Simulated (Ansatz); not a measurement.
**PBE0/aug-cc-pVDZ run of P2H4 (diphosphine)**

What is the electronic atomisation energy of P2H4 (diphosphine) at PBE0/aug-cc-pVDZ? 

The calculation is run with Ansatz 0.2.0.

28 further runs of the same task are left out: 28 set aside as unsound or not needed.

**1. Starting point**

P2H4: 6 atoms, total charge 0, spin state singlet. As SMILES, `PP`. The shape is that of a PBE0-D4/def2-TZVP optimisation. This is one conformer, not always the lowest.

Bond lengths: P1–P2 2.227 Å, P1–H3 1.422 Å, P1–H4 1.422 Å, P2–H5 1.422 Å, P2–H6 1.422 Å. Angles: P1–P2–H5 93.6°, P1–P2–H6 93.6°, P2–P1–H3 93.6°, P2–P1–H4 93.6°, H5–P2–H6 92.0°, H3–P1–H4 92.0°.

**2. The energy at PBE0/aug-cc-pVDZ**

Contents of input.yaml:

```yaml
crystal:
  periodic: [false, false, false]
  atoms:
    - {symbol: P, position_ang: [0.365100, -1.048800, -0.082300]}
    - {symbol: P, position_ang: [-0.365200, 1.049100, 0.078100]}
    - {symbol: H, position_ang: [-0.497000, -1.521600, 0.945000]}
    - {symbol: H, position_ang: [-0.572100, -1.392900, -1.094900]}
    - {symbol: H, position_ang: [0.502800, 1.524600, -0.942900]}
    - {symbol: H, position_ang: [0.566400, 1.389600, 1.097000]}
basis:
  gaussian: {orbitals: aug-cc-pVDZ}
hamiltonian: {xc: {name: PBE0}}
accuracy: high
output: {orbitals: {seedname: orbitals}}
```

On the command line:

```sh
$ ansatz run input.yaml --threads 1 --pin off --max-ram 3480MiB --events-out events.jsonl --progress --plain --runs-dir runs
```

Standard output:

```text
Warning: RAYON_NUM_THREADS=1 ignored (pool sized by the plan → 1); use --threads N
Functional definition: PBE0
  name "PBE0"
  parameter a = 0.25
  parameter kappa = 0.804
  parameter beta = 0.06672455060314922
  exchange = (1 - a)*pbe_x(kappa = kappa, mu = beta*pi^2/3) + a*exact_x
  correlation = pbe_c(beta = beta)
1824 factors; integrals over basis functions are off by at most 3.4e-9 eV
mean field evaluation 1: about -18634.7341 eV, gradient 1.2e1 eV
mean field evaluation 2: about -18635.0683 eV, gradient 8.4e0 eV
mean field evaluation 4: about -18635.3015 eV, gradient 2.6e-1 eV
mean field evaluation 8: about -18635.3654 eV, gradient 1.2e-3 eV
mean field evaluation 16: about -18635.3655 eV, gradient 5.0e-7 eV
mean field -18635.36545351 eV, -684.8370489120 hartree, gradient 1.7e-8 eV, S^2 0.000000; 0 other end points of the search recorded, 0 dependent functions left out
reference -18635.36545815 eV, -684.8370490825 hartree; 17, 17 occupied and 73, 73 virtual orbitals, 1824 factors
Total energy: -18635.36545815 eV, -684.8370490825 hartree
```

Wall time 6.9 s (1 thread of Arm Neoverse V1, shared host); peak memory 0.26 GiB.

**3. The H atom**

Contents of in.yaml:

```yaml
basis:
  gaussian:
    orbitals: aug-cc-pVDZ
crystal:
  periodic: [false, false, false]
  atoms:
    - {symbol: H, position_ang: [0.000000, 0.000000, 0.000000]}
magnetization:
  spin_polarized: true
  initial_magnetization: 1
hamiltonian:
  xc: pbe0
accuracy: high
```

Run the same way, it converges to -0.50065 Eh (log not shown).

**4. The P atom, same level**

Contents of input.yaml:

```yaml
crystal:
  periodic: [false, false, false]
  atoms:
    - {symbol: P, position_ang: [0.000000, 0.000000, 0.000000]}
basis:
  gaussian:
    orbitals: aug-cc-pVDZ
magnetization:
  spin_polarized: true
  initial_magnetization: 3
hamiltonian:
  xc: pbe0
accuracy: high
```

Run the same way, it converges to -341.13375 Eh (log not shown).

**5. Summary of results**

Level: PBE0/aug-cc-pVDZ.

| quantity | value |
| --- | --- |
| molecule: total energy | -684.83705 Eh |
| molecule: HOMO energy | -6.90 eV |
| molecule: LUMO energy | -0.43 eV |
| molecule: HOMO–LUMO gap | 6.47 eV |
| H atom: total energy | -0.50065 Eh |
| H atom: ⟨S²⟩ | 0.750 |
| P atom: total energy | -341.13375 Eh |
| P atom: ⟨S²⟩ | 3.750 |
| electronic atomisation energy | 15.427 eV |

What this shows: Taking the molecule apart into free atoms costs 15.43 eV (1489 kJ/mol), before zero-point energy and without spin-orbit coupling.
